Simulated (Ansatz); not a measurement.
# CH₅BFNO: basis-set convergence

One table from this session's results is given with a row withheld; the runs are named, their logs left out.

Program: Ansatz 0.2.0, Gaussian basis. Level of theory: one geometry, several basis sets. These are calculated values, not measurements.

Levels to be run: PBE0-D4/def2-SVP; ωB97M-V/def2-SVP; PBE0-D4/def2-QZVPP; ωB97M-V/def2-QZVPP; the functionals' def2-TZVPP values are taken from earlier runs.

**Structure used throughout**

All runs share one geometry, relaxed beforehand with PBE0-D4 in a triple-zeta def2 set.

10 atoms, charge 0, spin multiplicity 1.

Atoms are counted from 1 here; the program's logs count them from 0.

Bond lengths: C1–N2 1.445 Å, C1–H6 1.095 Å, C1–H7 1.089 Å, C1–H8 1.095 Å, N2–B3 1.405 Å, N2–H9 1.005 Å, B3–O4 1.366 Å, B3–F5 1.338 Å, O4–H10 0.957 Å. Angles: N2–C1–H6 111.8°, N2–C1–H7 109.1°, N2–C1–H8 111.8°, H6–C1–H7 107.9°, H6–C1–H8 108.2°, H7–C1–H8 107.9°, C1–N2–B3 125.4°, C1–N2–H9 114.7°, B3–N2–H9 119.9°, N2–B3–O4 125.3°, N2–B3–F5 119.0°, O4–B3–F5 115.7°, B3–O4–H10 114.7°.

The first run:

Contents of in.yaml:

```yaml
crystal:
  periodic: [false, false, false]
  atoms:
    - {symbol: C, position_ang: [-1.283688, -0.519756, 0.337111]}
    - {symbol: N, position_ang: [0.134785, -0.247882, 0.305204]}
    - {symbol: B, position_ang: [0.775507, 0.632609, -0.582759]}
    - {symbol: O, position_ang: [2.117041, 0.888229, -0.610905]}
    - {symbol: F, position_ang: [0.040678, 1.290511, -1.487462]}
    - {symbol: H, position_ang: [-1.728535, -0.245865, 1.298968]}
    - {symbol: H, position_ang: [-1.775916, 0.065699, -0.438195]}
    - {symbol: H, position_ang: [-1.499265, -1.576217, 0.148809]}
    - {symbol: H, position_ang: [0.673948, -0.748697, 0.990223]}
    - {symbol: H, position_ang: [2.628645, 0.410168, 0.042005]}
basis:
  gaussian: {orbitals: def2-SVP}
hamiltonian: {xc: pbe0, dispersion: d4}
output: {orbitals: {seedname: orbitals}}
```

Started as:

```bash
$ ansatz run in.yaml --threads 4 --pin off --events-out ev --progress --plain --max-ram 10444MiB
```

Steps of the session up to this table: PBE0-D4 in def2-SVP; ωB97M-V in def2-SVP; PBE0-D4 in def2-QZVPP; ωB97M-V in def2-QZVPP.

One table of the session follows, with a row left open; its other results are not shown here.

It belongs to the step «Density functionals: the series». 

| functional | basis | HOMO (eV) | LUMO (eV) |
| --- | --- | --- | --- |
| PBE0-D4 | def2-SVP | -7.21 | 1.29 |
| PBE0-D4 | def2-TZVPP | -7.40 | 0.44 |
| PBE0-D4 | def2-QZVPP | -7.43 | 0.12 |
| ωB97M-V | def2-SVP | ? | ? |
| ωB97M-V | def2-TZVPP | -9.74 | 1.76 |
| ωB97M-V | def2-QZVPP | -9.78 | 1.22 |

Estimate the missing values for ωB97M-V, def2-SVP.

As computed: HOMO (eV): -9.56; LUMO (eV): 2.91. In the column «HOMO (eV)» it lies between ωB97M-V, def2-TZVPP (-9.74) and PBE0-D4, def2-QZVPP (-7.43).
